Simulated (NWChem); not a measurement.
# CHBrClF (bromochlorofluoromethane) at 4 levels

Aim: a comparison of 4 runs (HF/STO-3G, HF/3-21G, B3LYP/6-31G*) of CHBrClF (bromochlorofluoromethane). 

Program for the calculation: NWChem 7.3.0.

1 further run of the same task is left out (set aside as unsound or not needed).

### 1 Starting point

CHBrClF: 5 atoms, total charge 0, spin state singlet. SMILES: `FC(Cl)Br`. Geometry: relaxed at PBE0-D4/def2-TZVP.

Bond lengths: F1–C2 1.339 Å, C2–Cl3 1.753 Å, C2–Br4 1.934 Å, C2–H5 1.087 Å. Angles: F1–C2–Cl3 109.8°, F1–C2–Br4 109.3°, Cl3–C2–Br4 111.8°, F1–C2–H5 109.9°, Cl3–C2–H5 108.8°, Br4–C2–H5 107.2°.

### 2 Energy and forces at HF/STO-3G (run 1)

Contents of chbrclf.xyz:

```xyz
5
CHBrClF
F     -0.468900     0.166900     1.292700
C      0.049600     0.103800     0.059700
Cl     1.396100    -1.018300     0.038800
Br    -1.333700    -0.411000    -1.190000
H      0.406800     1.084900    -0.242500
```

Contents of chbrclf.nw:

```
start chbrclf
title "CHBrClF"
memory total 2200 mb
charge 0
geometry units angstrom noautosym nocenter noautoz
  load chbrclf.xyz
end
basis spherical bse
  F library STO-3G
  C library STO-3G
  Cl library STO-3G
  Br library STO-3G
  H library STO-3G
end
scf
  thresh 1e-08
  maxiter 80
end
task scf gradient
```

The run is started by

```sh
$ nwchem chbrclf.nw > chbrclf.out
```

Log:

```text
[...]
  functions       =    38
[...]
  wavefunction    = RHF
[...]
         Total SCF energy =  -3135.255681744039
      One-electron energy =  -5024.307593736314
      Two-electron energy =   1565.974379097237
 Nuclear repulsion energy =    323.077532895038
        Time for solution =      2.9s
[...]
                         RHF ENERGY GRADIENTS
    atom               coordinates                        gradient
                 x          y          z           x          y          z
   1 F      -0.886093   0.315395   2.442849    0.011885  -0.002761  -0.034948
   2 C       0.093730   0.196154   0.112817    0.038215  -0.015259   0.025868
   3 Cl      2.638246  -1.924308   0.073321   -0.042004   0.030565   0.001032
   4 Br     -2.520328  -0.776677  -2.248774    0.001316   0.000077   0.003248
   5 H       0.768741   2.050164  -0.458259   -0.009412  -0.012622   0.004801
[...]
```

Run time: 5.4 s. Hardware: 1 thread of Intel Xeon 6975P-C (Granite Rapids), shared host; peak memory 0.099 GiB.

### 3 Energy and forces at HF/3-21G (run 2)

Contents of work.xyz:

```xyz
5

F     -0.468900     0.166900     1.292700
C      0.049600     0.103800     0.059700
Cl     1.396100    -1.018300     0.038800
Br    -1.333700    -0.411000    -1.190000
H      0.406800     1.084900    -0.242500
```

Contents of work.nw:

```
start work
memory 2200 mb
geometry units angstroms noautosym nocenter noautoz
 load work.xyz
end
basis "ao basis" spherical bse
 * library 3-21G
end
scf
 thresh 1e-08
 maxiter 80
 print medium
end
task scf gradient
```

The run is started by

```sh
$ nwchem work.nw > work.out
```

Log:

```text
[...]
  functions       =    55
[...]
  wavefunction    = RHF
[...]
         Total SCF energy =  -3154.441768170525
      One-electron energy =  -5036.369756513714
      Two-electron energy =   1558.850455448152
 Nuclear repulsion energy =    323.077532895038
        Time for solution =      2.4s
[...]
                         RHF ENERGY GRADIENTS
    atom               coordinates                        gradient
                 x          y          z           x          y          z
   1 F      -0.886093   0.315395   2.442849    0.009742   0.000430  -0.026575
   2 C       0.093730   0.196154   0.112817    0.007789  -0.044280   0.019745
   3 Cl      2.638246  -1.924308   0.073321   -0.034240   0.026440  -0.001544
   4 Br     -2.520328  -0.776677  -2.248774    0.014432   0.004457   0.011885
   5 H       0.768741   2.050164  -0.458259    0.002277   0.012952  -0.003511
[...]
```

Wall time 4.5 s (1 thread of Intel Xeon 6975P-C (Granite Rapids), shared host); peak memory 0.094 GiB.

Run 3 isn't shown in full; the table further down has it.

### 4 Energy and gradient at B3LYP/6-31G(d) (Cartesian functions) (run 4)

Contents of chbrclf.nw:

```
start chbrclf
title "CHBrClF"
memory total 2200 mb
charge 0

geometry units angstroms noautosym nocenter noautoz
  F    -0.468900    0.166900    1.292700
  C     0.049600    0.103800    0.059700
  Cl    1.396100   -1.018300    0.038800
  Br   -1.333700   -0.411000   -1.190000
  H     0.406800    1.084900   -0.242500
end

basis "ao basis"
  * library 6-31G*
end

dft
  xc b3lyp
  grid xfine
  convergence energy 1e-08
  iterations 100
  mulliken
end

task dft gradient
```

The run is started by

```sh
$ nwchem chbrclf.nw > chbrclf.out
```

Log:

```text
[...]
          Wavefunction type:  closed shell.
          No. of atoms     :     5
          No. of electrons :    68
[...]
          Charge           :     0
          Spin multiplicity:     1
[...]
          AO basis - number of functions:    86
[...]
              XC Information
              --------------
                         B3LYP Method XC Potential
                     Hartree-Fock (Exact) Exchange  0.200
                        Slater Exchange Functional  0.800 local
                    Becke 1988 Exchange Functional  0.720 non-local
              Lee-Yang-Parr Correlation Functional  0.810
                  VWN I RPA Correlation Functional  0.190 local
[...]
 d= 0,ls=0.0,diis     1  -3172.4445796727 -3.50D+03  2.21D-02  2.57D+00     2.7
[...]
 d= 0,ls=0.0,diis    10  -3172.6066566068 -5.84D-10  2.32D-07  5.62D-10    17.5
         Total DFT energy =    -3172.606656606774
      One electron energy =    -5051.583380303850
           Coulomb energy =     1691.717696422112
    Exchange-Corr. energy =     -135.818505620074
 Nuclear repulsion energy =      323.077532895038
[...]
      Total Density - Mulliken Population Analysis
     ---------------------------------------------
    Atom       Charge   Shell Charges
 -----------   ------   -------------------------------------------------------
    1 F    9     9.22   1.99  0.95  3.31  0.95  1.95  0.06
    2 C    6     5.98   1.99  0.71  1.89  0.58  0.73  0.08
    3 Cl  17    16.99   2.00  1.99  5.97  1.47  3.61  0.52  1.43 -0.01
    4 Br  35    35.03   2.00  1.99  6.00  1.93  5.99  1.63  3.80  0.35  1.25  7.02  2.95  0.14
    5 H    1     0.78   0.53  0.24
[...]
  wavefunction    = closed shell
                         DFT ENERGY GRADIENTS
    atom               coordinates                        gradient
                 x          y          z           x          y          z
   1 F      -0.886093   0.315395   2.442849    0.003427  -0.000362  -0.007696
   2 C       0.093730   0.196154   0.112817   -0.000981  -0.009768  -0.000126
   3 Cl      2.638246  -1.924308   0.073321   -0.011771   0.008659  -0.000576
   4 Br     -2.520328  -0.776677  -2.248774    0.009747   0.002516   0.007927
   5 H       0.768741   2.050164  -0.458259   -0.000422  -0.001044   0.000472
[...]
```

Wall time 28 s (1 thread of Intel Xeon 6975P-C (Granite Rapids), shared host); peak memory 0.13 GiB.

### 5 Overview of the runs

```csv
run,level,iteration cap,module,energy (Eh),dipole moment (D),HOMO energy (eV),LUMO energy (eV),wall time
1,HF/STO-3G,80,scf,-3135.255682,1.61,-9.33,7.78,5.4 s
2,HF/3-21G,80,scf,-3154.441768,1.81,-11.61,3.12,4.5 s
3,B3LYP/6-31G* (spherical functions),100,dft,-3172.592816,–,–,–,26 s
4,B3LYP/6-31G* (Cartesian functions),100,dft,-3172.606657,1.29,-8.23,-1.13,28 s
```

### 6 What came out

| quantity | value |
| --- | --- |
| run 4: total energy | -3172.60666 Eh |
| run 4: dipole moment | 1.29 D |
| run 4: HOMO energy | -8.23 eV |
| run 4: LUMO energy | -1.13 eV |
| run 4: HOMO–LUMO gap | 7.10 eV |
| run 4: largest force on an atom | 0.752 eV/Å |

**Reading.** Over runs 1, 2, 4 the dipole moment (its size) runs from 1.29 D (B3LYP/6-31G*) to 1.81 D (HF/3-21G). The two ends differ in method and basis. Over runs 1, 2, 4 the HOMO–LUMO gap runs from 7.10 eV (B3LYP/6-31G*) to 17.11 eV (HF/STO-3G). In run 1 the basis is minimal, so the values are rough. All runs together took 64 s, the longest 28 s.
